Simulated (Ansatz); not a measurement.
LaMnIn:

```
CELL_PARAMETERS angstrom
4.59334 0.00000 0.00000
-2.29667 3.97795 0.00000
0.00000 0.00000 4.09656
ATOMIC_POSITIONS crystal
La 0.00000 0.00000 0.00000
In 0.33333 0.66667 0.50000
Mn 0.66667 0.33333 0.50000
```

The cell comes from a database or a generator and needn't be the stable form of this composition.

Base run:

| Property | Result |
| --- | --- |
| Program | Ansatz 0.2.0 |
| Functional | PBE |
| Potentials or basis | Ansatz PAW |
| Cutoff | 420 eV (not typed: the program's choice for these potentials) |
| k mesh | 6 × 6 × 6 |
| Occupations | fermi-dirac, width 0.05 eV |
| Spin | collinear spin, ferromagnetic start |
| Starting moments | [0.0, 0.0, 5.0] μB |
| Fixed moment | 5 μB |

Its results: pressure 7.1 GPa; site moments La +0.21; In +0.04; Mn +3.89 μB.

Problem. The run is repeated on the same cell with these changes: fixed moment from 5 μB to 8 μB; moments at the start from [0.0, 0.0, 5.0] to [0.0, 0.0, 8.0]. What comes out?

Solution. Pressure 13.4 GPa; site moments La +0.96; In +0.22; Mn +4.44 μB.

Caveats: the total moment is fixed, so each spin has its own Fermi level; the thresholds are loose for stress.
